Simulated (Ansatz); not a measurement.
**C2H7BN2Si: molecular dynamics**

Aim: follow the molecule's vibrations and see whether its bonds hold. The start is relaxed first. Runs: 500 steps of 1 fs at constant energy, with velocities drawn for 500 K. SMILES of the start: C=N[SiH2]N1BC1.

Method: RKS LDA/STO-3G, in Ansatz 0.2.0.

### Step 1. The system as given

Bond lengths: C1–N2 1.294 Å, N2–Si3 1.796 Å, Si3–N4 1.749 Å, N4–B5 1.646 Å, N4–C6 1.487 Å, B5–C6 1.583 Å, C1–H7 1.036 Å, C1–H8 1.096 Å, Si3–H9 1.490 Å, Si3–H10 1.504 Å, B5–H11 1.184 Å, C6–H12 1.127 Å, C6–H13 1.138 Å. Angles (14 of 22 angles, heavy atoms first): C1–N2–Si3 123.9°, N2–Si3–N4 109.3°, Si3–N4–B5 104.7°, Si3–N4–C6 110.7°, B5–N4–C6 60.4°, N4–B5–C6 54.8°, N4–C6–B5 64.7°, N2–C1–H7 122.2°, N2–C1–H8 115.7°, N2–Si3–H9 109.4°, N2–Si3–H10 107.3°, N4–Si3–H9 116.7°, N4–Si3–H10 108.3°, N4–B5–H11 152.9°.

Structure file:

```xyz
13

C     1.2343   -2.2994   -0.0599
N     1.7516   -1.1689    0.3003
Si    0.7871    0.2993    0.6743
N     0.0366    0.8855   -0.7922
B    -1.5111    0.3296   -0.7196
C    -1.0681    1.8300   -0.4759
H     1.8175   -3.1228   -0.2952
H     0.1440   -2.3086   -0.1702
H    -0.1180    0.0184    1.8239
H     1.7446    1.3493    1.1671
H    -2.3203   -0.5339   -0.6969
H    -1.1158    2.1731    0.5964
H    -1.3621    2.5137   -1.3372
```

### Step 2. Relaxing the start

File input.yaml:

```yaml
crystal:
  periodic: [false, false, false]
  atoms:
    - { symbol: C, position_ang: [1.2343, -2.2994, -0.0599] }
    - { symbol: "N", position_ang: [1.7516, -1.1689, 0.3003] }
    - { symbol: Si, position_ang: [0.7871, 0.2993, 0.6743] }
    - { symbol: "N", position_ang: [0.0366, 0.8855, -0.7922] }
    - { symbol: B, position_ang: [-1.5111, 0.3296, -0.7196] }
    - { symbol: C, position_ang: [-1.0681, 1.83, -0.4759] }
    - { symbol: H, position_ang: [1.8175, -3.1228, -0.2952] }
    - { symbol: H, position_ang: [0.144, -2.3086, -0.1702] }
    - { symbol: H, position_ang: [-0.118, 0.0184, 1.8239] }
    - { symbol: H, position_ang: [1.7446, 1.3493, 1.1671] }
    - { symbol: H, position_ang: [-2.3203, -0.5339, -0.6969] }
    - { symbol: H, position_ang: [-1.1158, 2.1731, 0.5964] }
    - { symbol: H, position_ang: [-1.3621, 2.5137, -1.3372] }
basis:
  gaussian: { orbitals: STO-3G }
hamiltonian:
  xc: lda
relax:
  f_tol: 0.02
  max_steps: 40
output:
  orbitals: {}
```

The run is started by

```
$ ansatz run input.yaml --threads 1 --pin off --max-ram 2048MiB --backend cpu --events-out ev --progress --plain --runs-dir out
```

After this run come: Dynamics.

Q: Predict the outcome of this session. Wanted: relaxation of the start; temperature, first and last step; temperature, second half; potential energy, second half; largest change of the total energy; bonds formed or broken.

The runs gave:

```
                          quantity                          value
           relaxation of the start       28 moves, 2.407 eV lower
                            length              500 steps of 1 fs
  temperature, first and last step                  500 and 329 K
          temperature, second half  mean 248 K, from 156 to 351 K
     potential energy, second half    +28 meV/atom from the start
largest change of the total energy                  0.26 meV/atom
            bonds formed or broken                              0
```

What this shows: The temperature starts at 500 K and averages 248 K in the second half, where it ranges from 156 to 351 K. About half is expected from a start at a minimum: kinetic energy passes into potential energy until both shares match. The total energy strays from its start by at most 0.26 meV/atom, 1.0 % of the mean kinetic energy, which is good for a step of 1 fs. No bond forms or breaks. 500 fs on 13 atoms is far too short and small for converged averages. The basis is very small, so the numbers are rough.
